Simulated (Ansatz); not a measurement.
# A workflow on C7H16 (SMILES CCC(C)(C)CC)

We compute a geometry optimisation (MP2/LANL2DZ), then the harmonic vibrations, then the energy (wB97X-V/6-31G**) of C7H16. 

Program for the calculation: Ansatz 0.2.0.

## Step 1: The system as given

The species is C7H16 (23 atoms), meant as a singlet with charge 0. As SMILES, `CCC(C)(C)CC`. All atoms were displaced at random from a relaxed shape. The run starts from this shape.

Some bond lengths: C1–C2 1.467 Å, C2–C3 1.669 Å, C3–C4 1.513 Å, C3–C5 1.570 Å, C3–C6 1.495 Å, C6–C7 1.433 Å, C1–H8 1.227 Å, C1–H9 1.034 Å, C1–H10 1.221 Å, C2–H11 0.978 Å, C2–H12 1.068 Å, C4–H13 1.031 Å, C4–H14 1.175 Å, C4–H15 1.121 Å, C5–H16 1.122 Å, C5–H17 0.962 Å. Some angles: C1–C2–C3 117.1°, C2–C3–C4 104.7°, C2–C3–C5 108.9°, C2–C3–C6 104.5°, C4–C3–C5 117.9°, C4–C3–C6 112.2°, C5–C3–C6 107.8°, C3–C6–C7 123.8°, C1–C2–H11 120.2°, C1–C2–H12 106.2°.

## Step 2: A structure relaxation at MP2/LANL2DZ (run 1)

The input, job.yaml:

```yaml
crystal:
  periodic: [false, false, false]
  atoms:
    - {symbol: C, position_ang: [-0.675924, 1.266063, 1.758164]}
    - {symbol: C, position_ang: [0.428204, 0.489102, 1.183469]}
    - {symbol: C, position_ang: [0.348062, 0.144129, -0.447348]}
    - {symbol: C, position_ang: [1.618814, -0.623071, -0.739358]}
    - {symbol: C, position_ang: [0.095502, 1.476791, -1.238088]}
    - {symbol: C, position_ang: [-0.871944, -0.708682, -0.589738]}
    - {symbol: C, position_ang: [-1.015362, -2.001477, 0.010457]}
    - {symbol: H, position_ang: [-1.005857, 2.288978, 1.166357]}
    - {symbol: H, position_ang: [-0.534176, 1.469124, 2.761671]}
    - {symbol: H, position_ang: [-1.612150, 0.482108, 1.772701]}
    - {symbol: H, position_ang: [0.768636, -0.300132, 1.649822]}
    - {symbol: H, position_ang: [1.258785, 1.157097, 1.114423]}
    - {symbol: H, position_ang: [1.924823, -1.480723, -0.256833]}
    - {symbol: H, position_ang: [2.528081, 0.108120, -0.600819]}
    - {symbol: H, position_ang: [1.508312, -0.883951, -1.823751]}
    - {symbol: H, position_ang: [1.053077, 2.008285, -0.995884]}
    - {symbol: H, position_ang: [-0.714312, 1.956329, -1.038461]}
    - {symbol: H, position_ang: [0.240222, 1.215581, -2.270324]}
    - {symbol: H, position_ang: [-1.714533, -0.121410, -0.490819]}
    - {symbol: H, position_ang: [-0.876006, -0.904063, -1.752425]}
    - {symbol: H, position_ang: [-1.035603, -1.863892, 1.203712]}
    - {symbol: H, position_ang: [-1.957423, -2.564540, -0.065543]}
    - {symbol: H, position_ang: [-0.165710, -2.558905, -0.065204]}
basis:
  gaussian: {orbitals: LANL2DZ.json}
magnetization: {spin_polarized: false}
correlation: {method: mp2}
relax: {}
```

The basis set LANL2DZ is read from a file made from the Basis Set Exchange's data (not shown).

Launch:

```console
$ ansatz run job.yaml --threads 1 --pin off --max-ram 2610MiB --events-out events.jsonl --progress --plain --runs-dir runs
```

What it wrote:

```text
Warning: RAYON_NUM_THREADS=1 ignored (pool sized by the plan → 1); use --threads N
The last accepted step is kept in runs//last_step.txt (removed where the run ends without a failure and the disk answers)
[... 11 lines left out ...]
7 core orbitals not correlated: weight in the atoms' cores, before any rotation towards them, 1.000 or more for the frozen orbitals, at most 0.000 for the correlated occupied ones
[... 25 lines left out ...]
7 core orbitals not correlated: weight in the atoms' cores, before any rotation towards them, 1.000 or more for the frozen orbitals, at most 0.000 for the correlated occupied ones
[... 24 lines left out ...]
7 core orbitals not correlated: weight in the atoms' cores, before any rotation towards them, 1.000 or more for the frozen orbitals, at most 0.000 for the correlated occupied ones
[... 35 lines left out ...]
Dipole moment:    -0.004051    -0.001915     0.004450 e Å
Checks for a lower state left out: cluster_reference
```

Run time: 2.5 min. Hardware: 1 thread of Intel Xeon at 2.50GHz (Skylake/Cascade Lake), shared host; peak memory 0.27 GiB.

The path in brief:

```tsv
step	energy from the first frame kept (eV)	largest force (eV/Å)
1	0.0000	9.7006
2	-3.2478	2.2514
3	-3.6307	0.1931
4	-3.6357	0.0125
5	-3.6359	0.0025
6	-3.6360	0.0068
7	-3.6360	0.0059
```

After the run. Some bond lengths: C1–C2 1.563 Å, C2–C3 1.572 Å, C3–C4 1.566 Å, C3–C5 1.566 Å, C3–C6 1.572 Å, C6–C7 1.563 Å, C1–H8 1.105 Å, C1–H9 1.106 Å, C1–H10 1.105 Å, C2–H11 1.109 Å, C2–H12 1.111 Å, C4–H13 1.106 Å, C4–H14 1.107 Å, C4–H15 1.107 Å, C5–H16 1.107 Å, C5–H17 1.106 Å. Some angles: C1–C2–C3 115.8°, C2–C3–C4 108.1°, C2–C3–C5 110.2°, C2–C3–C6 112.1°, C4–C3–C5 108.1°, C4–C3–C6 110.2°, C5–C3–C6 108.1°, C3–C6–C7 115.8°, C1–C2–H11 108.9°, C1–C2–H12 108.8°.

## Step 3: The harmonic vibrations at MP2/LANL2DZ (run 2)

The input, run.yaml:

```yaml
crystal:
  periodic: [false, false, false]
  atoms:
    - {symbol: C, position_ang: [-0.755445, 1.245696, 1.771823]}
    - {symbol: C, position_ang: [0.483373, 0.540475, 1.130997]}
    - {symbol: C, position_ang: [0.348208, 0.172557, -0.391271]}
    - {symbol: C, position_ang: [1.649719, -0.580643, -0.827686]}
    - {symbol: C, position_ang: [0.227747, 1.474462, -1.252852]}
    - {symbol: C, position_ang: [-0.914872, -0.719262, -0.673931]}
    - {symbol: C, position_ang: [-1.007706, -2.045353, 0.148019]}
    - {symbol: H, position_ang: [-1.001640, 2.185547, 1.246405]}
    - {symbol: H, position_ang: [-0.546068, 1.495354, 2.828716]}
    - {symbol: H, position_ang: [-1.646748, 0.593358, 1.749964]}
    - {symbol: H, position_ang: [0.707317, -0.382136, 1.703286]}
    - {symbol: H, position_ang: [1.367459, 1.204066, 1.237135]}
    - {symbol: H, position_ang: [1.833285, -1.470427, -0.197585]}
    - {symbol: H, position_ang: [2.527179, 0.088506, -0.735149]}
    - {symbol: H, position_ang: [1.575013, -0.908886, -1.882732]}
    - {symbol: H, position_ang: [1.073185, 2.158928, -1.045081]}
    - {symbol: H, position_ang: [-0.715745, 2.012009, -1.044636]}
    - {symbol: H, position_ang: [0.244421, 1.221690, -2.330842]}
    - {symbol: H, position_ang: [-1.826818, -0.116883, -0.488394]}
    - {symbol: H, position_ang: [-0.912262, -0.968811, -1.756077]}
    - {symbol: H, position_ang: [-1.075371, -1.844094, 1.232231]}
    - {symbol: H, position_ang: [-1.910278, -2.612654, -0.146610]}
    - {symbol: H, position_ang: [-0.130440, -2.692637, -0.029546]}
basis:
  gaussian:
    orbitals: LANL2DZ.json
total_charge: 0
magnetization:
  spin_polarized: false
correlation:
  method: mp2
phonons:
  temperatures:
    t_min: 298.15
    t_max: 298.15
    t_step: 1
```

The basis set LANL2DZ is read from a file made from the Basis Set Exchange's data (not shown).

Launch:

```console
$ ansatz run run.yaml --threads 1 --pin off --max-ram 2610MiB --events-out events.jsonl --progress --plain --runs-dir runs
```

What it wrote:

```text
Warning: RAYON_NUM_THREADS=1 ignored (pool sized by the plan → 1); use --threads N
[... 99 lines left out ...]
7 core orbitals not correlated: weight in the atoms' cores, before any rotation towards them, 1.000 or more for the frozen orbitals, at most 0.000 for the correlated occupied ones
[... 232 lines left out ...]
7 core orbitals not correlated: weight in the atoms' cores, before any rotation towards them, 1.000 or more for the frozen orbitals, at most 0.000 for the correlated occupied ones
[... 232 lines left out ...]
7 core orbitals not correlated: weight in the atoms' cores, before any rotation towards them, 1.000 or more for the frozen orbitals, at most 0.000 for the correlated occupied ones
[... 232 lines left out ...]
7 core orbitals not correlated: weight in the atoms' cores, before any rotation towards them, 1.000 or more for the frozen orbitals, at most 0.000 for the correlated occupied ones
[... 246 lines left out ...]
Dipole moment:    -0.004050    -0.001915     0.004450 e Å
[... 1 line left out ...]
Checks for a lower state left out: cluster_reference
```

Wall time 43 min (1 thread of Intel Xeon at 2.50GHz (Skylake/Cascade Lake), shared host); peak memory 0.34 GiB.

## Step 4: The energy at wB97X-V/6-31G(d,p) (Cartesian functions) (run 3)

The input, molecule.yaml:

```yaml
crystal:
  periodic: [false, false, false]
  atoms:
    - symbol: C
      position_ang: [-0.755445, 1.245696, 1.771823]
    - symbol: C
      position_ang: [0.483373, 0.540475, 1.130997]
    - symbol: C
      position_ang: [0.348208, 0.172557, -0.391271]
    - symbol: C
      position_ang: [1.649719, -0.580643, -0.827686]
    - symbol: C
      position_ang: [0.227747, 1.474462, -1.252852]
    - symbol: C
      position_ang: [-0.914872, -0.719262, -0.673931]
    - symbol: C
      position_ang: [-1.007706, -2.045353, 0.148019]
    - symbol: H
      position_ang: [-1.001640, 2.185547, 1.246405]
    - symbol: H
      position_ang: [-0.546068, 1.495354, 2.828716]
    - symbol: H
      position_ang: [-1.646748, 0.593358, 1.749964]
    - symbol: H
      position_ang: [0.707317, -0.382136, 1.703286]
    - symbol: H
      position_ang: [1.367459, 1.204066, 1.237135]
    - symbol: H
      position_ang: [1.833285, -1.470427, -0.197585]
    - symbol: H
      position_ang: [2.527179, 0.088506, -0.735149]
    - symbol: H
      position_ang: [1.575013, -0.908886, -1.882732]
    - symbol: H
      position_ang: [1.073185, 2.158928, -1.045081]
    - symbol: H
      position_ang: [-0.715745, 2.012009, -1.044636]
    - symbol: H
      position_ang: [0.244421, 1.221690, -2.330842]
    - symbol: H
      position_ang: [-1.826818, -0.116883, -0.488394]
    - symbol: H
      position_ang: [-0.912262, -0.968811, -1.756077]
    - symbol: H
      position_ang: [-1.075371, -1.844094, 1.232231]
    - symbol: H
      position_ang: [-1.910278, -2.612654, -0.146610]
    - symbol: H
      position_ang: [-0.130440, -2.692637, -0.029546]
basis:
  gaussian:
    orbitals: 6-31G_st__st_.json
hamiltonian:
  xc: {name: wB97X-V}
output: {orbitals: {seedname: orbitals}}
```

The basis set 6-31G** is read from a file made from the Basis Set Exchange's data (not shown).

Launch:

```console
$ ansatz run molecule.yaml --threads 1 --pin off --max-ram 2610MiB --events-out events.jsonl --progress --plain --runs-dir runs
```

What it wrote, shortened:

```text
Warning: RAYON_NUM_THREADS=1 ignored (pool sized by the plan → 1); use --threads N
Functional definition: wB97X-V
  name "wB97X-V"
[...]
      + integral(e_c_pw_opposite_spin*poly(b97_u_opposite, cos0, cos1)) + vv10(b, c)
2041 factors; their error is unknown
418 factors; integrals over basis functions are off by at most 5.4e-6 eV
[...]
mean field -7519.49319488 eV, -276.3362780164 hartree, gradient 2.5e-5 eV, S^2 0.000000; 0 other end points of the search recorded, 0 dependent functions left out
reference -7519.49319328 eV, -276.3362779574 hartree; 29, 29 occupied and 156, 156 virtual orbitals, 2041 factors
Total energy: -7519.49319328 eV, -276.3362779574 hartree
```

Wall time 58 s (1 thread of Intel Xeon at 2.50GHz (Skylake/Cascade Lake), shared host); peak memory 0.7 GiB.

## Step 5: What came out

```
                                                       quantity          value
                    run 1, MP2/LANL2DZ: total energy at the end  -274.93331 Eh
         run 1, MP2/LANL2DZ: dipole moment (correlated density)         0.03 D
run 1, MP2/LANL2DZ: correlation energy (7 core orbitals frozen)     -628.5 mEh
                   run 2, MP2/LANL2DZ: largest force on an atom     0.006 eV/Å
                 run 2, MP2/LANL2DZ: lowest harmonic wavenumber        88 cm⁻¹
                run 2, MP2/LANL2DZ: highest harmonic wavenumber      3127 cm⁻¹
                          run 2, MP2/LANL2DZ: zero-point energy   573.0 kJ/mol
                           run 3, wB97X-V/6-31G**: total energy  -276.33628 Eh
                            run 3, wB97X-V/6-31G**: HOMO energy      -10.71 eV
                            run 3, wB97X-V/6-31G**: LUMO energy        4.40 eV
                          run 3, wB97X-V/6-31G**: HOMO–LUMO gap       15.11 eV
```

**Reading.** The optimisation (run 1, MP2/LANL2DZ) took 6 steps and changed the energy by -3.636 eV. Mulliken charges (run 1, MP2/LANL2DZ) run from -0.62 on C4 to +0.29 on C3; they depend strongly on the basis. All 63 modes (run 2, MP2/LANL2DZ) are real, so the shape is a minimum at this level.
